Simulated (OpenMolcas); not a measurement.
# V⁴⁺ among point charges: CASSCF and CASPT2 levels and susceptibility

How does a field of 8 point charges split the states of V⁴⁺, and what χT follows?

Method: state-averaged CASSCF and CASPT2, spin-orbit coupling by RASSI with atomic mean-field integrals. Code: OpenMolcas 26.06.

## (1) The system

* Species: V⁴⁺ (vanadium, Z = 23, 19 electrons)
* Basis: ANO-RCC-VDZP [5s4p2d1f], 34 functions
* Scalar Hamiltonian: DKH2, point nucleus
* Inactive shells: 1s 2s 2p 3s 3p
* Active space: 1 electron in 5 orbitals (3d)
* Some configurations of this space: 3d
* Orbitals: optimised for each spin and parity, averaged over all roots

The outer shells:

3d
```
3d [↑ ][  ][  ][  ][  ]
```

The ion sits among 8 point charges of -1 e arranged as a cube (Oh), 1.88 Å from the ion.

The work runs as a chain of OpenMolcas steps in one folder; each step below is one input file. Labels, J, g values, rates, χT and fits are worked out afterwards by a script from the matrices that RASSI stores. The input lists half of the charges; inversion (Group=XYZ) makes the rest.

## (2) Basis and integrals

a.inp

```
&GATEWAY
Coord
1

V 0.0 0.0 0.0
Basis=ANO-RCC-VDZP
Group=XYZ
NoMove
AngMom=0.0 0.0 0.0
AMFI
XField
4 Angstrom 0
1.085419 1.085419 1.085419 -1.000000
1.085419 1.085419 -1.085419 -1.000000
1.085419 -1.085419 1.085419 -1.000000
1.085419 -1.085419 -1.085419 -1.000000
&SEWARD
```

## (3) CASSCF: doublets of even parity, 5 roots

a.inp

```
&RASSCF
FileOrb=start.orb
Symmetry=1
Spin=2
nActEl=1 0 0
Inactive=3 6
Ras2=5 0
CIRoot=5 5 1
SDav=5
CIMx=300
Iter=120 100
PrWF=0.3
OrbListing=Nothing
MaxOrb=0
>>> COPY $Project.JobIph JOB001
```

start.orb holds the contracted functions of the basis, ordered by shell, or the orbitals of the step before.

## (4) RASSI: spin-orbit coupling between the states

a.inp

```
&RASSI
NrOfJobIphs=1 5
1 2 3 4 5
IphNames
JOB001
EJob
SpinOrbit
DIPRint=1.0
SOCoupling=1000.0
Subsets=2
Property=9
'ANGMOM' 1 'ANGMOM' 2 'ANGMOM' 3 'MLTPL  1' 1 'MLTPL  1' 2 'MLTPL  1' 3
'AMFI' 1 'AMFI' 2 'AMFI' 3
SOProperty=3
'ANGMOM' 1 'ANGMOM' 2 'ANGMOM' 3
```

## (5) CASPT2: IPEA 0.25, imaginary shift 0.1 (closed shells correlated: 3s 3p)

a.inp

```
>>> COPY JOB001 $Project.JobIph
&CASPT2
Multistate=5 1 2 3 4 5
NoMult
Frozen=2 3
IPEA=0.25
Imaginary=0.1
MaxIter=60
WThr=0.0 0.3 0.05
PrWF=0.5
NoMix
```

(Steps that only read results are left out.)

Before running it: what results should come out? Wanted: spin-free ground state; first state of the same spin within the active space; lowest level; next level.

The runs gave:

| quantity | value |
| --- | --- |
| method | SS-CASPT2, IPEA 0.25, imaginary shift 0.1 (closed shells correlated: 3s 3p) |
| spin-free ground state | 2E, 2-fold in its orbital part |
| first state of the same spin within the active space | 2T2 at 2520 cm⁻¹ |
| lowest level | 4-fold Γ8 |
| next level | 2465.8 cm⁻¹ |
| χT at 300 K | 0.37 cm³ K/mol |
| effective moment at 300 K | 1.72 μB |

Cost by method:

```tsv
method	time of its own steps	time with the reference
A. CASSCF	1.8 s	1.8 s
B. SS-CASPT2, IPEA 0.25, imaginary shift 0.1, +3s 3p	0.57 s	2.4 s
```

Times are of one thread on a shared host.

What this shows: The spin-free ground state (2E) comes to 100 % from free-ion D terms and keeps the highest spin of the shell. χT at 300 K is 0.37, against 0.38 cm³ K/mol for the spin alone; near agreement at one temperature doesn't show that the orbital moment is quenched. A ligand-field fit to the states below 45000 cm-1 gives 10Dq = -2516 cm-1, the gap between the two states. An orbital doublet at a regular site is open to a Jahn-Teller distortion, which this geometry leaves out. The field of point charges can differ much from that of real complexes. Point charges carry no covalency, so the field is a model and not that of real ligands.
